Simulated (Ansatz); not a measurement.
**BCl₂H₂N: a ladder of functionals and wavefunction methods**

The task here is to estimate one member of a computed series from the others.

The runs use Ansatz 0.2.0, Gaussian basis; functionals in def2-TZVPP, the program's frozen cores in correlated methods.

The runs, in order: LDA (SPW92), PBE-D4, revPBE-D4, BLYP-D4, r2SCAN-D4, B97M-V, PBE0-D4, B3LYP-D4, r2SCANh-D4, r2SCAN0-D4, HSE06-D4, BHLYP-D4, CAM-B3LYP-D4, LC-ωPBE, ωB97X-V, ωB97M-V, B2PLYP, PBE-QIDH; CCSD(T)/def2-SVP; CCSD(T)/def2-TZVPP; CCSD(T)/def2-QZVPP; extrapolation to the limit; RPA on PBE.

### The geometry

An earlier PBE0-D4 in a triple-zeta def2 set relaxation fixed the geometry.

SMILES `NB(Cl)Cl`, 6 atoms, charge 0, spin multiplicity 1.

Atoms are counted from 1 here; the program's logs count them from 0.

Bond lengths: N1–B2 1.384 Å, N1–H5 1.005 Å, N1–H6 1.005 Å, B2–Cl3 1.761 Å, B2–Cl4 1.761 Å. Angles: B2–N1–H5 122.3°, B2–N1–H6 122.3°, H5–N1–H6 115.4°, N1–B2–Cl3 120.3°, N1–B2–Cl4 120.3°, Cl3–B2–Cl4 119.5°.

Set-up of the first run:

in.yaml reads:

```yaml
crystal:
  periodic: [false, false, false]
  atoms:
    - {symbol: N, position_ang: [0.479513, 0.537537, 0.353233]}
    - {symbol: B, position_ang: [-0.328996, -0.400528, -0.264355]}
    - {symbol: Cl, position_ang: [-2.038218, -0.065496, -0.524966]}
    - {symbol: Cl, position_ang: [0.342877, -1.939113, -0.796284]}
    - {symbol: H, position_ang: [1.458341, 0.378715, 0.517331]}
    - {symbol: H, position_ang: [0.128683, 1.424986, 0.668841]}
basis:
  gaussian: {orbitals: def2-TZVPP}
hamiltonian: {xc: lda}
output: {orbitals: {seedname: orbitals}}
```

Command:

```sh
$ ansatz run in.yaml --threads 2 --pin off --events-out ev --progress --plain --max-ram 32768MiB --backend cpu
```

Among the steps run: LDA; PBE-D4 (GGA); revPBE-D4 (GGA); BLYP-D4 (GGA); r2SCAN-D4 (meta-GGA); B97M-V (meta-GGA); B3LYP-D4 (hybrid); r2SCANh-D4 (hybrid); r2SCAN0-D4 (hybrid); HSE06-D4 (hybrid); BHLYP-D4 (hybrid); CAM-B3LYP-D4 (range-separated); LC-ωPBE (range-separated); ωB97X-V (range-separated); ωB97M-V (range-separated); B2PLYP (double hybrid); PBE-QIDH (double hybrid).

One of the session's tables, all rows but one given; the rest of the session is left out.

It belongs to the step «Frontier levels by functional». 

```
  functional  HOMO (eV)  gap (eV)
 LDA (SPW92)      -7.34      6.25
      PBE-D4      -7.16      6.34
   revPBE-D4      -7.10      6.39
     BLYP-D4          ?         ?
   r2SCAN-D4      -7.49      7.00
      B97M-V      -7.55      7.23
     PBE0-D4      -8.57      8.75
    B3LYP-D4      -8.31      8.29
  r2SCANh-D4      -8.01      7.87
  r2SCAN0-D4      -8.80      9.17
    HSE06-D4      -8.17      7.96
    BHLYP-D4      -9.86     11.17
CAM-B3LYP-D4      -9.98     11.34
     LC-ωPBE     -11.42     13.92
     ωB97X-V     -11.01     13.48
     ωB97M-V     -10.88     12.96
```

Q: Estimate the row for BLYP-D4 from the others.

Worked estimate for «HOMO (eV)». Against the share of exact exchange, B3LYP-D4 (0.2, -8.31), BHLYP-D4 (0.5, -9.86) give a slope of -5.17 per unit share; at 0 the line stands at -7.28.

As computed: HOMO (eV): -7.01; gap (eV): 6.37. In «HOMO (eV)» the line misses by -0.27.
